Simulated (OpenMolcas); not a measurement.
**BSiN2H5 (SMILES N[SiH]1BN1) at 6 levels**

We compute a comparison of 6 runs (HF/cc-pVDZ, M06-2X/cc-pVDZ, PBE/cc-pVDZ, PBE0/cc-pVDZ, MP2/cc-pVDZ, CCSD(T)/cc-pVDZ) of BSiN2H5. 

Program for the calculation: OpenMolcas 26.06.

1 further run of the same task is left out (set aside as unsound or not needed).

## (1) The system as given

The species is BSiN2H5 (9 atoms), meant as a singlet with charge 0. SMILES: `N[SiH]1BN1`. The coordinates come from a PBE0-D4/def2-TZVP relaxation. This is one conformer, not always the lowest.

Bond lengths: N1–Si2 1.702 Å, Si2–B3 1.914 Å, Si2–N4 1.755 Å, B3–N4 1.389 Å, N1–H5 1.006 Å, N1–H6 1.005 Å, Si2–H7 1.482 Å, B3–H8 1.190 Å, N4–H9 1.011 Å. Some angles: N1–Si2–B3 127.2°, N1–Si2–N4 121.8°, B3–Si2–N4 44.2°, Si2–B3–N4 61.8°, Si2–N4–B3 74.0°, N1–Si2–H7 105.5°, B3–Si2–H7 127.1°, N4–Si2–H7 113.4°, Si2–N1–H5 122.6°, Si2–N1–H6 123.2°.

## (2) Energy and gradient at HF/cc-pVDZ (run 1)

calc.inp

```
&GATEWAY
BasLib = $CurrDir
Coord
9
angstrom
N       -0.637800       1.588100       0.218200
Si       0.258900       0.175500       0.530500
B       -0.233900      -1.625800       0.110200
N        0.650500      -0.971600      -0.738400
H       -0.221300       2.503300       0.212900
H       -1.561800       1.577300      -0.177300
H        1.441200       0.620900       1.305200
H       -0.741300      -2.702400       0.114400
H        1.134000      -1.211600      -1.592900
Basis = cc-pVDZ
Group = NoSym
&SEWARD
&SCF
Thresholds = 1e-10 1e-07 1e-07 1e-05
PrOrbitals = 0
&ALASKA
```

The basis set cc-pVDZ is read from a file made from the Basis Set Exchange's data (not shown).

On the command line:

```console
export MOLCAS_MEM=1860
pymolcas calc.inp > calc.log
```

Standard output:

```text
--- Start Module: gateway ---
[...]
--- Stop Module: gateway /rc=_RC_ALL_IS_WELL_ ---
[...]
      Basis functions           85
[...]
--- Start Module: scf ---
[...]
       Convergence after  13 Iterations
[...]
::    Total SCF energy                               -425.4511958945
[...]
      Total spin, S                                     0.0000000000
[...]
      Total electronic charge=   38.000000
      Total            charge=   -0.000000
[...]
      Dipole Moment (debye):
      Origin of the operator (angstrom)=    0.0680   -0.0495    0.1198
                   X=  8.4642E-02               Y=  1.3984E+00               Z= -1.3775E+00           Total=  1.9648E+00
      Quadrupole Moment (debye*angstrom):
[...]
--- Stop Module: scf /rc=_RC_ALL_IS_WELL_ ---
[...]
--- Start Module: alaska ---
[...]
 *              Molecular gradients               *
 **************************************************
  Irreducible representation: a
 ------------------------------------------------------------------------------------------
                              X                       Y                       Z
 ------------------------------------------------------------------------------------------
  N1                7.72595876015103E-03   -1.23691212554728E-02    2.02561379785934E-03
  SI2              -5.74963438950471E-03   -1.38606179042355E-03   -6.63421668844855E-03
  B3               -1.40579077867642E-03    4.50826529716331E-03    3.54693845742782E-03
  N4               -3.91161030119846E-03    5.61976540882991E-03    1.00132341765331E-02
  H5                2.56131061741982E-03    4.19499278009905E-03    8.03846134154788E-04
  H6               -4.69350555761405E-03   -8.75115056670428E-04   -1.39133026339811E-03
  H7                3.70809838409425E-04    2.51161383606924E-04   -1.07334990769781E-03
  H8                4.54592709968171E-04    6.77180574404801E-04   -5.46057541336631E-04
[...]
--- Stop Module: alaska /rc=_RC_ALL_IS_WELL_ ---
[...]
```

It took 6.6 s on 1 thread of Intel Xeon 6975P-C (Granite Rapids), shared host; peak memory 0.47 GiB.

## (3) Energy and gradient at M06-2X/cc-pVDZ (run 2)

calc.inp

```
* BH5N2Si Kohn-Sham DFT
>>> EXPORT MOLCAS_PRINT=2

&GATEWAY
  BasLib=$CurrDir
  Coord
  9
  angstrom
  N       -0.637800       1.588100       0.218200
  Si       0.258900       0.175500       0.530500
  B       -0.233900      -1.625800       0.110200
  N        0.650500      -0.971600      -0.738400
  H       -0.221300       2.503300       0.212900
  H       -1.561800       1.577300      -0.177300
  H        1.441200       0.620900       1.305200
  H       -0.741300      -2.702400       0.114400
  H        1.134000      -1.211600      -1.592900
  Basis=cc-pVDZ
  Group=NoSym

&SEWARD
  GridInput
  Grid=UltraFine
  End of Grid

&SCF
  KSDFT=M062X
  Thresholds=1e-10 1e-07 1e-07 1e-05
  PrOrbitals=1 1

&ALASKA
```

The basis set cc-pVDZ is read from a file made from the Basis Set Exchange's data (not shown).

On the command line:

```console
export MOLCAS_MEM=1860
pymolcas calc.inp > calc.log
```

Standard output:

```text
--- Start Module: gateway ---
[...]
--- Stop Module: gateway /rc=_RC_ALL_IS_WELL_ ---
[...]
      Basis functions           85
[...]
--- Start Module: scf ---
[...]
       Convergence after  14 Iterations
[...]
::    Total KS-DFT energy                            -426.8009804030
[...]
      Total spin, S                                     0.0000000000
[...]
      Total electronic charge=   38.000000
      Total            charge=   -0.000000
[...]
      Dipole Moment (debye):
      Origin of the operator (angstrom)=    0.0680   -0.0495    0.1198
                   X=  1.5506E-01               Y=  1.4695E+00               Z= -1.5424E+00           Total=  2.1360E+00
      Quadrupole Moment (debye*angstrom):
[...]
--- Stop Module: scf /rc=_RC_ALL_IS_WELL_ ---
[...]
--- Start Module: alaska ---
[...]
 *              Molecular gradients               *
 **************************************************
  Irreducible representation: a
 ------------------------------------------------------------------------------------------
                              X                       Y                       Z
 ------------------------------------------------------------------------------------------
  N1                3.19237108679715E-03   -4.19102429625440E-03   -1.26580927725320E-03
  SI2              -3.00755167579414E-03   -1.85869226897228E-03   -1.29102882998442E-02
  B3                7.34204829371699E-04    3.41402945592861E-03    1.13680633983737E-03
  N4               -1.36580144249088E-03    5.37696934708798E-03    5.62107199894157E-03
  H5               -3.05997757891863E-03   -6.33866125194160E-03    8.61481530991484E-04
  H6                6.44198983566646E-03   -1.19025917778015E-05    2.87475807482518E-03
  H7               -1.30808011038930E-03   -3.53987188355553E-04   -1.02372590343869E-03
  H8                8.49675446757736E-04    1.72128328866128E-03   -3.71292335565043E-04
[...]
--- Stop Module: alaska /rc=_RC_ALL_IS_WELL_ ---
[...]
```

Run time: 36 s. Hardware: 1 thread of Intel Xeon 6975P-C (Granite Rapids), shared host; peak memory 0.47 GiB.

Runs 3 to 5 aren't shown in full; the table further down has their settings and results.

## (4) The energy at CCSD(T)/cc-pVDZ (run 6)

input.xyz

```xyz
9

N     -0.637800     1.588100     0.218200
Si     0.258900     0.175500     0.530500
B     -0.233900    -1.625800     0.110200
N      0.650500    -0.971600    -0.738400
H     -0.221300     2.503300     0.212900
H     -1.561800     1.577300    -0.177300
H      1.441200     0.620900     1.305200
H     -0.741300    -2.702400     0.114400
H      1.134000    -1.211600    -1.592900
```

mol.input

```
* BH5N2Si CCSD(T)
>>> EXPORT MOLCAS_PRINT=2

&GATEWAY
 BasLib
 $CurrDir
 Coord
 input.xyz
 Basis
 cc-pVDZ
 Group
 NoSym

&SEWARD

&SCF
 Thresholds
 1e-10 1e-07 1e-07 1e-05
 PrOrbitals
 1

&RASSCF
 FileOrb
 $Project.ScfOrb
 Spin
 1
 Nactel
 0 0 0
 Inactive
 19
 Ras2
 0
 OutOrbitals
 Canonical
 OrbListing
 NoCore

&MOTRA
 JobIph
 Frozen
 8

&CCSDT
 CCT
 Triples
 2
 Iterations
 80
 Accuracy
 1e-08
 Extrapolation
 5 4
```

The basis set cc-pVDZ is read from a file made from the Basis Set Exchange's data (not shown).

On the command line:

```console
export MOLCAS_MEM=1860
pymolcas mol.input > mol.log
```

Standard output:

```text
--- Start Module: gateway ---
[...]
--- Stop Module: gateway /rc=_RC_ALL_IS_WELL_ ---
[...]
      Basis functions           85
[...]
       Convergence after  13 Iterations
[...]
::    Total SCF energy                               -425.4511958945
[...]
      Total spin, S                                     0.0000000000
[...]
      Number of active orbitals                  0
[...]
      Spin quantum number                      0.0
[...]
      Active orbitals                            0
[...]
      Number of CSFs                             1
[...]
      Number of root(s) required                 1
[...]
      Convergence after  4 iterations
[...]
      Natural orbitals and occupation numbers for root  1
      ************************************************************************************************************************
      *                                                    Final results                                                     *
      ************************************************************************************************************************
[...]
::    RASSCF root number  1 Total energy:   -425.45119589
[...]
      Total electronic charge=   38.000000
      Total            charge=   -0.000000
[...]
      Dipole Moment (debye):
      Origin of the operator (angstrom)=    0.0680   -0.0495    0.1198
                   X=  8.4643E-02               Y=  1.3984E+00               Z= -1.3775E+00           Total=  1.9648E+00
      Quadrupole Moment (debye*angstrom):
[...]
--- Start Module: motra ---
[...]
      *** WARNING: Default frozen orbitals is overwritten by user input.
      *** Default values:   5
[...]
--- Stop Module: motra /rc=_RC_ALL_IS_WELL_ ---
--- Start Module: ccsdt ---
[...]
      Convergence after                    13  Iterations
      Total energy (diff) :    -426.00559837       0.00000000
[...]
 METHOD                       : CCSD+T(CCSD)+<T3(1)WT1> = CCSD(T)
[...]
       CCSD     =      -426.0055983676903
[...]
--- Stop Module: ccsdt /rc=_RC_ALL_IS_WELL_ ---
[...]
```

It took 30 s on 1 thread of Intel Xeon 6975P-C (Granite Rapids), shared host; peak memory 0.47 GiB.

## (5) All runs side by side

```tsv
run	level	integration grid	task	energy (Eh)	dipole moment (D) of the reference	HOMO energy (eV)	LUMO energy (eV)	wall time
1	HF/cc-pVDZ	–	gradient	-425.451196	1.96	-9.18	3.77	6.6 s
2	M06-2X/cc-pVDZ	UltraFine	gradient	-426.800980	2.14	-7.46	1.14	36 s
3	PBE/cc-pVDZ	UltraFine	gradient	-426.546046	2.30	-5.19	-0.82	30 s
4	PBE0/cc-pVDZ	UltraFine	gradient	-426.591897	2.20	-6.41	0.18	29 s
5	MP2/cc-pVDZ	–	energy	-425.966322	1.96	-9.18	3.77	5.4 s
6	CCSD(T)/cc-pVDZ	–	energy	-426.022986	1.96	-9.18	3.77	30 s
```

## (6) Outcome

| quantity | value |
| --- | --- |
| run 6: total energy | -426.02299 Eh |
| run 6: dipole moment (mean-field density) | 1.96 D |
| run 6: HOMO energy (Hartree–Fock orbitals) | -9.18 eV |
| run 6: LUMO energy (Hartree–Fock orbitals) | 3.77 eV |
| run 6: HOMO–LUMO gap (Hartree–Fock orbitals) | 12.96 eV |
| run 6: correlation energy (8 core orbitals frozen) | -571.8 mEh |
| run 6: (T) correction | -17.39 mEh |

**Reading.** Below the HF energy at the same shape and in the same basis (cc-pVDZ): MP2 -515.1 mEh; CCSD(T) -571.8 mEh. Over runs 1, 2, 3, 4 the dipole moment (its size) runs from 1.96 D (HF/cc-pVDZ) to 2.30 D (PBE/cc-pVDZ). Over runs 1, 2, 3, 4 the HOMO–LUMO gap runs from 4.37 eV (PBE/cc-pVDZ) to 12.96 eV (HF/cc-pVDZ). Exact exchange widens orbital gaps. Totals of different functionals can't be ranked against each other. All runs together took 2.3 min, the longest 36 s.
